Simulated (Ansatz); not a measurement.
# H2CS2O: the cost of one run

Method: DFT PBE+D3(BJ), plane waves, PAW, scalar-relativistic, no spin polarisation, in Ansatz 0.2.0.

### Step 1. The starting structure

The cell holds 18 atoms (C3H6O3S6): a = 7.974 Å, b = 7.974 Å, c = 7.974 Å, α = 90.00°, β = 90.00°, γ = 90.00°.

The coordinates stand in the first input below.

### Step 2. Preparing the start

Contents of input.yaml:

```yaml
accuracy: low
crystal:
  lattice:
    - [7.973873, 0.0, 0.0]
    - [0.0, 7.973873, 0.0]
    - [0.0, 0.0, 7.973873]
  atoms:
    - { symbol: S, position: [0.9245283, 0.8408779, 0.713274] }
    - { symbol: C, position: [0.9506615, 0.9251392, 0.5384984] }
    - { symbol: S, position: [0.9767946, 1.0094006, 0.3637228] }
    - { symbol: S, position: [0.4491992, 0.3670333, -0.0250505] }
    - { symbol: C, position: [0.5297376, 0.1925561, 0.0123752] }
    - { symbol: S, position: [0.610276, 0.0180788, 0.0498009] }
    - { symbol: S, position: [1.0503424, 0.6159283, 0.0520664] }
    - { symbol: C, position: [0.9351659, 0.5298971, 0.1849665] }
    - { symbol: S, position: [0.8199894, 0.4438659, 0.3178665] }
    - { symbol: O, position: [0.1431033, 0.5590265, 0.5841088] }
    - { symbol: H, position: [0.0627498, 0.6076482, 0.5070792] }
    - { symbol: H, position: [0.2506672, 0.5964074, 0.541836] }
    - { symbol: O, position: [0.4007691, 0.874861, 0.687854] }
    - { symbol: H, position: [0.3823651, 0.9796598, 0.6292638] }
    - { symbol: H, position: [0.3990222, 0.7912463, 0.5997639] }
    - { symbol: O, position: [0.9372701, 0.2554325, 0.9375789] }
    - { symbol: H, position: [0.8516417, 0.3272806, 0.89004] }
    - { symbol: H, position: [0.905033, 0.1438355, 0.9020658] }
basis:
  ecutwfc: 420.0
kpoints:
  mp_grid: { grid: [1, 1, 1] }
hamiltonian:
  xc: pbe
  dispersion: d3bj
scf:
  occupations: { method: fermi_dirac, width: 0.05 }
  lower_state_search: "off"
relax:
  f_tol: 0.3
  max_steps: 15
  adjacent_minimum: "off"
```

Command:

```sh
ansatz run input.yaml --threads 1 --pin off --max-ram 3072MiB --backend cpu --events-out ev --progress --plain --runs-dir out
```

**Question.** How long does this run take on 1 thread of Arm Neoverse N1, shared host, and how much memory does it need?

About 8.6 s, with a peak of 0.43 GiB.
